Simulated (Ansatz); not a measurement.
# LuSnRh4 (element-swapped structure): how the settings move a single-point run

Aim: see which settings change the result for LuSnRh4 (element-swapped structure), by how much, and at what cost.

Method: reference: DFT r2SCAN, plane waves, PAW, scalar-relativistic, no spin polarisation, in Ansatz 0.2.0.

## (1) Starting point

Symmetry: F-43m, No. 216, cubic system. Conventional cell: a = 7.159 Å, b = 7.159 Å, c = 7.159 Å, α = 90.00°, β = 90.00°, γ = 90.00°. Lu (site symmetry -43m) is surrounded by 12 Rh at 2.97 Å and 4 Sn at 3.10 Å. Around Sn (site symmetry -43m) lie 12 Rh at 2.96 Å and 4 Lu at 3.10 Å. Around Rh (site symmetry 3m) lie 6 Rh at 2.49 to 2.57 Å.

Coordinates:

```
Lu Sn Rh
1.0
     0.00000    3.57942    3.57942
     3.57942    0.00000    3.57942
     3.57942    3.57942    0.00000
Lu Sn Rh
1 1 4
Direct
  0.00000 0.00000 0.00000
  0.25000 0.25000 0.25000
  0.62300 0.62300 0.62300
  0.13100 0.62300 0.62300
  0.62300 0.62300 0.13100
  0.62300 0.13100 0.62300
```

## (2) The reference run

The input, input.yaml:

```yaml
crystal:
  lattice:
    - [0.0, 3.579419, 3.579419]
    - [3.579419, 0.0, 3.579419]
    - [3.579419, 3.579419, 0.0]
  atoms:
    - { symbol: Lu, position: [0.0, 0.0, 0.0] }
    - { symbol: Sn, position: [0.25, 0.25, 0.25] }
    - { symbol: Rh, position: [0.623, 0.623, 0.623] }
    - { symbol: Rh, position: [0.131, 0.623, 0.623] }
    - { symbol: Rh, position: [0.623, 0.623, 0.131] }
    - { symbol: Rh, position: [0.623, 0.131, 0.623] }
  symmetry: { tolerance: 0.0003 }
kpoints:
  mp_grid: { grid: [4, 4, 4], shift: [0, 0, 0] }
magnetization:
  spin_polarized: false
scf:
  occupations: { method: fermi_dirac, width: 0.0231 }
hamiltonian:
  pseudopotentials: { kind: paw }
  xc: r2scan
basis:
  ecutwfc: 500
output:
  forces: true
  stress: true
  eigenvalues: true
```

Launch:

```console
$ ansatz run input.yaml --threads 1 --pin off --max-ram 2560MiB --backend cpu --events-out ev --progress --plain --runs-dir out
```

## (3) The same system, input altered

Edit input.yaml of step 2 so:

```diff
@@ -14,3 +14,3 @@
 kpoints:
-  mp_grid: { grid: [4, 4, 4], shift: [0, 0, 0] }
+  mp_grid: { grid: [1, 1, 1], shift: [0, 0, 0] }
 magnetization:
@@ -19,2 +19,3 @@
   occupations: { method: fermi_dirac, width: 0.0231 }
+  n_extra_bands: 2
 hamiltonian:
```

## (5) Variant: mp_grid.grid [3, 3, 3], hubbard.sites [{species: Rh, l: d, u_eff: 5.0}], hubbard.double_counting amf

Edit input.yaml of step 2 so:

```diff
@@ -14,3 +14,3 @@
 kpoints:
-  mp_grid: { grid: [4, 4, 4], shift: [0, 0, 0] }
+  mp_grid: { grid: [3, 3, 3], shift: [0, 0, 0] }
 magnetization:
@@ -22,2 +22,3 @@
   xc: r2scan
+  hubbard: { sites: [{ species: Rh, l: d, u_eff: 5.0 }], double_counting: amf }
 basis:
@@ -28 +29,5 @@
   eigenvalues: true
+  write_density: true
+  write_potential: true
+  elf: true
+  volumetric_format: npy
```

## (6) Changing settings: mp_grid.grid [2, 2, 2], mp_grid.shift [0.5, 0.5, 0.5]

Edit input.yaml of step 2 so:

```diff
@@ -14,3 +14,3 @@
 kpoints:
-  mp_grid: { grid: [4, 4, 4], shift: [0, 0, 0] }
+  mp_grid: { grid: [2, 2, 2], shift: [0.5, 0.5, 0.5] }
 magnetization:
```

## (7) Variant: symmetry.detect false, hubbard.sites [{species: Rh, l: d, u_eff: 4.0}], hubbard.double_counting fll, tolerance left out

Edit input.yaml of step 2 so:

```diff
@@ -12,3 +12,3 @@
     - { symbol: Rh, position: [0.623, 0.131, 0.623] }
-  symmetry: { tolerance: 0.0003 }
+  symmetry: { detect: false }
 kpoints:
@@ -22,2 +22,3 @@
   xc: r2scan
+  hubbard: { sites: [{ species: Rh, l: d, u_eff: 4.0 }], double_counting: fll }
 basis:
```

(Steps that only read results are left out.)

What does the calculation give? Wanted: for each run, ending; energy change; pressure; gap; force.

The runs gave:

| run | ending | energy change | pressure (GPa) | gap (eV) | force (eV/Å) | cycles | time |
| --- | --- | --- | --- | --- | --- | --- | --- |
| reference | converged | 0 | 20.2 | 0.00 | 0.72 | 10 | 13 s |
| 1: mp_grid.grid [1, 1, 1], n_extra_bands 2 | converged | +1.87 eV/atom | 34.2 | 0.00 | 0.01 | 10 | 3.8 s |
| 2: mp_grid.grid [3, 3, 3], hubbard.sites [{species: Rh, l: d, u_eff: 5.0}], hubbard.double_counting amf | converged | -40.3 meV/atom (U changed: no physical gain or loss) | 21.4 | 0.00 | 0.54 | 36 | 44 s |
| 3: mp_grid.grid [2, 2, 2], mp_grid.shift [0.5, 0.5, 0.5] | converged | -4.7 meV/atom | 20.0 | 0.00 | 0.61 | 10 | 6.4 s |
| 4: symmetry.detect false, hubbard.sites [{species: Rh, l: d, u_eff: 4.0}], hubbard.double_counting fll, tolerance left out | converged | +1.75 eV/atom (U changed: no physical gain or loss) | 20.0 | 0.00 | 0.63 | 12 | 73 s |

Times don't compare one to one where runs were asked for different outputs or read a saved state (see the inputs); cycles may leave out searches for a lower state.

Residual by cycle in the longest SCF loop of each run; runs are numbered as in the table. The quantity is the density residual dr2, in eV.

| cycle | reference | run 1 | run 2 | run 3 | run 4 |
| --- | --- | --- | --- | --- | --- |
| 1 | 0.0663 | 4.08 | 103 | 0.365 | 54.9 |
| 4 | 0.00185 | 0.0373 | 0.177 | 0.00155 | 0.191 |
| 7 | 1.7e-5 | 1.2e-5 | 6.6e-4 | 1.4e-5 | 4.2e-4 |
| 11 | - | - | 0.00105 | - | 5.0e-7 |
| 14 | - | - | 6.7e-4 | - | - |
| 17 | - | - | 0.00168 | - | - |
| 20 | - | - | 4.6e-4 | - | - |
| 23 | - | - | 5.7e-4 | - | - |
| 26 | - | - | 0.00102 | - | - |
| 30 | - | - | 4.3e-4 | - | - |
| 33 | - | - | 5.3e-5 | - | - |
| 36 | - | - | 3.6e-9 | - | - |

**Reading.** Of the converged runs whose energies compare with the reference's, «mp_grid.grid [1, 1, 1], n_extra_bands 2» moves the energy most (+1.87 eV/atom). A changed U is a change of model: its shifts are not errors of convergence. The structure is not at rest: the sound run finds 20 GPa, so these are no properties of the relaxed crystal. 

Caveats on the reference run: it is run without spin, though an odd electron count or open d shells could carry moments; its mesh is coarse for a cell with so small a gap or none; the structure is made up and not relaxed.
